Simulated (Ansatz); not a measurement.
**Cl₃GeH₂N: one species, many methods**

An exercise on one series of results from a longer session: the logs are not shown, and one member is left open.

Method: functionals in def2-TZVPP, the program's frozen cores in correlated methods; program: Ansatz 0.2.0, Gaussian basis.

Levels to be run: LDA (SPW92), PBE-D4, revPBE-D4, BLYP-D4, r2SCAN-D4, B97M-V, PBE0-D4, B3LYP-D4, r2SCANh-D4, r2SCAN0-D4, HSE06-D4, BHLYP-D4, CAM-B3LYP-D4, LC-ωPBE, ωB97X-V, ωB97M-V, B2PLYP, PBE-QIDH; CCSD(T)/def2-SVP; CCSD(T)/def2-TZVPP; MP2/def2-QZVPP; extrapolation to the limit; RPA on PBE.

### The relaxed structure

An earlier PBE0-D4 in a triple-zeta def2 set relaxation fixed the geometry.

SMILES `[NH2][Ge]([Cl])([Cl])[Cl]`, 7 atoms, charge 0, spin multiplicity 1.

Atoms are counted from 1 here; the program's logs count them from 0.

Bond lengths: N1–Ge2 1.803 Å, N1–H6 1.011 Å, N1–H7 1.011 Å, Ge2–Cl3 2.123 Å, Ge2–Cl4 2.123 Å, Ge2–Cl5 2.140 Å. Angles: Ge2–N1–H6 114.1°, Ge2–N1–H7 114.1°, H6–N1–H7 110.1°, N1–Ge2–Cl3 108.1°, N1–Ge2–Cl4 108.1°, N1–Ge2–Cl5 115.5°, Cl3–Ge2–Cl4 110.8°, Cl3–Ge2–Cl5 107.2°, Cl4–Ge2–Cl5 107.1°.

Geometry (Å):

```xyz
7

N    -0.4773    0.5459    0.9859
Ge    0.1887   -0.3960   -0.3998
Cl    1.6827   -1.7037    0.3509
Cl   -1.4024   -1.4935   -1.2771
Cl    1.0882    0.7642   -1.9569
H     0.2210    1.0526    1.5136
H    -1.2396    1.1624    0.7378
```

The first run:

The input, in.yaml:

```yaml
crystal:
  periodic: [false, false, false]
  atoms:
    - {symbol: N, position_ang: [-0.477283, 0.545929, 0.985879]}
    - {symbol: Ge, position_ang: [0.188664, -0.396014, -0.399836]}
    - {symbol: Cl, position_ang: [1.682717, -1.703692, 0.350935]}
    - {symbol: Cl, position_ang: [-1.402428, -1.493517, -1.277146]}
    - {symbol: Cl, position_ang: [1.088227, 0.764184, -1.956950]}
    - {symbol: H, position_ang: [0.220958, 1.052564, 1.513571]}
    - {symbol: H, position_ang: [-1.239556, 1.162445, 0.737846]}
basis:
  gaussian: {orbitals: def2-TZVPP}
hamiltonian: {xc: lda}
output: {orbitals: {seedname: orbitals}}
```

Steps of the session up to this table: LDA; PBE-D4 (GGA); revPBE-D4 (GGA); BLYP-D4 (GGA); r2SCAN-D4 (meta-GGA); B97M-V (meta-GGA); PBE0-D4 (hybrid); B3LYP-D4 (hybrid); r2SCANh-D4 (hybrid); r2SCAN0-D4 (hybrid); HSE06-D4 (hybrid); BHLYP-D4 (hybrid); CAM-B3LYP-D4 (range-separated); LC-ωPBE-D4 (range-separated; the results give it without D4); ωB97X-V (range-separated); ωB97M-V (range-separated); B2PLYP (double hybrid); PBE-QIDH (double hybrid).

One table of the session follows, with a row left open; its other results are not shown here.

It belongs to the step «Frontier levels by functional». 

```
  functional  HOMO (eV)  gap (eV)
 LDA (SPW92)      -7.25      4.62
      PBE-D4      -7.07      4.75
   revPBE-D4      -7.01      4.80
     BLYP-D4      -6.92      4.65
   r2SCAN-D4      -7.44      5.36
      B97M-V      -7.52      5.55
     PBE0-D4      -8.58      7.25
    B3LYP-D4          ?         ?
  r2SCANh-D4      -7.99      6.28
  r2SCAN0-D4      -8.83      7.65
    HSE06-D4      -8.17      6.47
    BHLYP-D4      -9.96      9.69
CAM-B3LYP-D4     -10.00      9.71
     LC-ωPBE     -11.45     12.45
     ωB97X-V     -11.05     11.95
     ωB97M-V     -10.92     11.65
```

Estimate the missing values for B3LYP-D4.

Worked estimate for «HOMO (eV)». Against the share of exact exchange, BLYP-D4 (0, -6.92), BHLYP-D4 (0.5, -9.96) give a slope of -6.08 per unit share; at 0.2 the line stands at -8.14.

The run gave: HOMO (eV): -8.29; gap (eV): 6.65. In «HOMO (eV)» the line misses by +0.15.
